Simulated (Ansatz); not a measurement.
Write a Python script for Ansatz 0.2.0, Python API that makes a ladder of methods at one geometry of C2H7BS2, SMILES CBSSC. Level of theory (for the species named): LDA, def2-SVP basis, multiplicity 1. The script varies functional: lda, hf, b3lyp, hse06.

```yaml
atoms:
  - { symbol: C, position_ang: [-0.9292, 0.0691, 1.5581] }
  - { symbol: B, position_ang: [-0.1909, -1.1833, 1.0781] }
  - { symbol: S, position_ang: [1.4889, -1.0314, 0.2851] }
  - { symbol: S, position_ang: [0.8024, -1.0562, -1.6840] }
  - { symbol: C, position_ang: [0.7465, 0.7365, -1.8627] }
  - { symbol: H, position_ang: [-0.3690, 1.0383, 1.3584] }
  - { symbol: H, position_ang: [-1.9034, 0.1891, 0.9863] }
  - { symbol: H, position_ang: [-1.1578, 0.0563, 2.6246] }
  - { symbol: H, position_ang: [-0.6575, -2.2319, 1.2900] }
  - { symbol: H, position_ang: [1.7744, 1.1324, -1.6617] }
  - { symbol: H, position_ang: [0.0420, 1.2004, -1.0879] }
  - { symbol: H, position_ang: [0.4308, 1.0254, -2.8502] }
```

`run_methods.py`:
```python
# -*- coding: utf-8 -*-
'''C2H7BS2 at several levels of theory.'''

from pathlib import Path

import ansatz as az
import numpy as np

GEOMETRY = '''
C    -0.92920    0.06910    1.55810
B    -0.19090   -1.18330    1.07810
S     1.48890   -1.03140    0.28510
S     0.80240   -1.05620   -1.68400
C     0.74650    0.73650   -1.86270
H    -0.36900    1.03830    1.35840
H    -1.90340    0.18910    0.98630
H    -1.15780    0.05630    2.62460
H    -0.65750   -2.23190    1.29000
H     1.77440    1.13240   -1.66170
H     0.04200    1.20040   -1.08790
H     0.43080    1.02540   -2.85020
'''

geometry = az.Crystal.molecule()
for line in GEOMETRY.strip().splitlines():
    symbol, *xyz = line.split()
    geometry = geometry.atom(symbol, [float(v) for v in xyz])

base = geometry.calculation().basis(gaussian='def2-SVP')

print('functional    E (Ha)        dipole (D)   HOMO (eV)  LUMO (eV)')
for name in ['lda', 'hf', 'b3lyp', 'hse06']:
    report = base.functional(name).forces().orbitals().run(threads=1, runs_dir='runs').report
    lines = Path(report['orbitals_path']).read_text().splitlines()
    field_of = lambda key: [line.split('=')[1].strip() for line in lines if line.startswith(key)]
    orbitals = [(27.211386 * float(e), s, float(n)) for e, s, n in zip(field_of('Ene='), field_of('Spin='), field_of('Occup='))]
    homo = max(e for e, _, n in orbitals if n > 0.5)
    lumo = min(e for e, _, n in orbitals if n < 0.5)
    dipole = 4.803205 * np.linalg.norm(report['charge_distribution']['dipole_moment_e_ang'])
    print(f'{name:10s} {report["free_energy_ev"] / 27.211386246:14.6f} {dipole:9.3f} {homo:11.3f} {lumo:10.3f}')
```

```console
$ python run_methods.py
functional    E (Ha)        dipole (D)   HOMO (eV)  LUMO (eV)
lda           -897.521422     2.326      -5.416     -3.099
hf            -899.221539     2.347      -9.402      1.811
b3lyp         -901.363712     2.173      -6.300     -2.102
hse06         -900.891241     2.343      -6.198     -2.363
```

Caveats:
- Total energies depend on the basis set; only differences at equal settings carry meaning.
- The geometry is a force-field or estimated start, not a minimum of this method, and the basis set is short of its limit. A lower total doesn't mark the better method: functionals have no common bound, and MP2 and coupled cluster aren't variational.
- b3lyp holds the VWN-RPA fit, as in Gaussian; the form of ORCA and Turbomole is b3lyp5.
- Levels such as HOMO and LUMO are orbital energies: with these approximate functionals they aren't the ionisation energy and electron affinity, and their gap isn't the fundamental gap.
- hse06 follows the composition of plane-wave codes, whose totals differ by tens of mHa, up to about 0.1 Ha, from the form usual in Gaussian-basis programs (wpbeh).
- Wall time of the script: 17 s on 1 thread of Arm Neoverse V1, with other jobs on the host, peak memory 0.32 GiB.

(A comment or docstring line of the script was reworded after the run, the code is as it ran; lines on the test bed's own set-up are left out of the output.)
